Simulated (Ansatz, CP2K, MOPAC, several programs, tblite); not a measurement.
Energy against volume for NaGeCl3, cubic perovskite, at fixed shape and fractional coordinates, computed by several methods (PBE and r2SCAN, where shown, with plane waves in Ansatz); the cell shown is that of r2SCAN. Space group Pm-3m (No. 221), cubic; conventional cell a = 5.191 Å, 27.97 Å³ an atom. Around Na lie 12 Cl at 3.67 Å; around Ge lie 6 Cl at 2.60 Å; around Cl lie 2 Ge at 2.60 Å and 4 Na at 3.67 Å. The cell comes from a prototype generator: it can be a known phase or a hypothetical one. Spin polarisation is off. Energies count from each curve's lowest point; fits are third-order Birch-Murnaghan.

```yaml
crystal:
  lattice:
    - [5.19087, 0.00000, 0.00000]
    - [0.00000, 5.19087, 0.00000]
    - [0.00000, 0.00000, 5.19087]
  atoms:
    - { symbol: Na, position: [0.00000, 0.00000, 0.00000] }
    - { symbol: Ge, position: [0.50000, 0.50000, 0.50000] }
    - { symbol: Cl, position: [0.50000, 0.50000, 0.00000] }
    - { symbol: Cl, position: [0.50000, 0.00000, 0.50000] }
    - { symbol: Cl, position: [0.00000, 0.50000, 0.50000] }
```

PM7 (MOPAC), on the shape of the cell shown, as a cluster of 40 atoms at the zone centre:
```
V (Å³/atom)  E (meV/atom)
     24.617          0.00
     26.295         64.58
     27.974        146.71
     29.652        234.68
     31.331        314.63
```
The lowest point is an end point, so the minimum isn't bracketed.

PBE/SZV (CP2K), on the shape of the cell shown:

| V (Å³/atom) | E (meV/atom) |
| --- | --- |
| 24.617 | 164.73 |
| 26.295 | 74.29 |
| 27.974 | 23.95 |
| 29.652 | 1.19 |
| 31.331 | 0.00 |

This method closes the gap of a crystal that DFT finds insulating, so its curve rests on a wrong state.
The lowest point is an end point, so the minimum isn't bracketed.

GFN2-xTB (tblite), on the shape of the cell shown, as a cluster of 40 atoms at the zone centre:

| V (Å³/atom) | E (meV/atom) |
| --- | --- |
| 24.617 | 299.74 |
| 26.295 | 203.61 |
| 27.974 | 98.14 |
| 29.652 | 17.17 |
| 31.331 | 0.00 |

The lowest point is an end point, so the minimum isn't bracketed.

Question: GFN1-xTB (tblite), on the shape of the cell shown, as a cluster of 40 atoms at the zone centre, gives
```
V (Å³/atom)  E (meV/atom)
     24.617         70.57
     26.295         18.66
     27.974          0.00
     29.652          4.95
     31.331         22.91
```
This method closes the gap of a crystal that DFT finds insulating, so its curve rests on a wrong state.
What equilibrium volume and bulk modulus follow?

Answer: V₀ = 28.40 Å³ an atom and B₀ = 32 GPa.

light PBE (260 eV, its own mesh), on the shape of the cell shown:
```tsv
V (Å³/atom)	E (meV/atom)
25.736	95.28
26.855	51.16
27.974	5.98
29.093	9.72
30.212	0.00
31.331	15.65
```
The points scatter about a smooth fit, as a low cutoff and a light mesh can make them, so no fit is quoted.

Spin-orbit coupling is left out.
